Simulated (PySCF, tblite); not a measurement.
**C₃H₁₀BNOP radical: geometry, infrared bands and EPR parameters**

Aim: predict the infrared bands and EPR parameters of C₃H₁₀BNOP radical (`[CH2]N(C)B(P)OC`).

Computed with tblite 0.8.0 and PySCF 2.14.0, with density-fitted response routines of our own, on a single molecule in the gas phase. Atoms are numbered from 0 throughout.

**1. Starting geometry**

17 atoms, charge 0, multiplicity 2; geometry from: force field or distance geometry start.

Bonds of the start (Å): C0–N1 1.43, N1–C2 1.44, N1–B3 1.52, B3–P4 1.95, B3–O5 1.45, O5–C6 1.40, C0–H7 1.09, C0–H8 1.10, C2–H9 1.12, C2–H10 1.12, C2–H11 1.12, P4–H12 1.46, P4–H13 1.45, C6–H14 1.11, C6–H15 1.12, C6–H16 1.12.

**2. Optimising the geometry with GFN2-xTB**

Job settings and geometry (Å):

```
{"job": {"kind": "relax", "xc": "GFN2-xTB", "basis": "xTB"}, "charge": 0, "multiplicity": 2}
C     -1.136400    -0.092400     1.315000
N     -0.496800     0.748900     0.355000
C     -1.454500     1.415200    -0.490900
B      0.332000    -0.134100    -0.560700
P     -0.095800    -2.039300    -0.497800
O      1.631500     0.283200    -1.046100
C      2.644200     0.054400    -0.106900
H     -1.960400    -0.698600     0.934000
H     -1.270000     0.313800     2.326300
H     -1.783500     0.719100    -1.307600
H     -1.045100     2.344100    -0.952500
H     -2.400700     1.664000     0.062900
H     -0.499000    -2.372500     0.864800
H     -1.239800    -2.288600    -1.355200
H      2.243200     0.061100     0.927200
H      3.333000     0.930100    -0.150900
H      3.191000    -0.896400    -0.326600
```

Started as:

```console
> OMP_NUM_THREADS=1 python probes_run.py task.json out
```

This one command runs all jobs of the session in turn.

**Question.** This job is followed by: GFN2-xTB harmonic vibrations, gas phase; UKS B3LYP, pcH-1 on B C H N O P, non-relativistic, mean-field spin-orbit, GIAO. What will the session give for the following? strongest single infrared mode (GFN2-xTB); zero-point energy (GFN2-xTB); g(iso) (B3LYP); ⟨S²⟩; largest a(iso) (averaged by class); potential on the surface of density 0.002 e/bohr³, 1st and 99th percentile.

As calculated:

| quantity | value |
| --- | --- |
| strongest single infrared mode (GFN2-xTB) | 1215 cm⁻¹, 416 km/mol |
| zero-point energy (GFN2-xTB) | 81.4 kcal/mol |
| g(iso) (B3LYP) | 2.00280 |
| ⟨S²⟩ | 0.754 (exact 0.75) |
| largest a(iso) (averaged by class) | 13C on C0, 66.6 MHz |
| potential on the surface of density 0.002 e/bohr³, 1st and 99th percentile | -1.03 V and 0.78 V |

**Reading.** Over 137 steps the energy fell by 3.123 eV; of the close pairs, N1–B3 changed most, 1.518 to 1.428 Å. The lowest mode is imaginary (60i cm⁻¹), so the xTB geometry is not a minimum: the zero-point energy counts the real modes alone, and all values at this geometry belong to a saddle point. The strongest single mode, at 1215 cm⁻¹, is carried by O5, B3, C6. GFN2-xTB is a fitted tight-binding method: band positions and strengths are rough. Its intensities can rank the bands wrongly. C0 carries the largest spin population, 0.86 e. The isotropic g lies 0.5 ppt above the free-electron value.
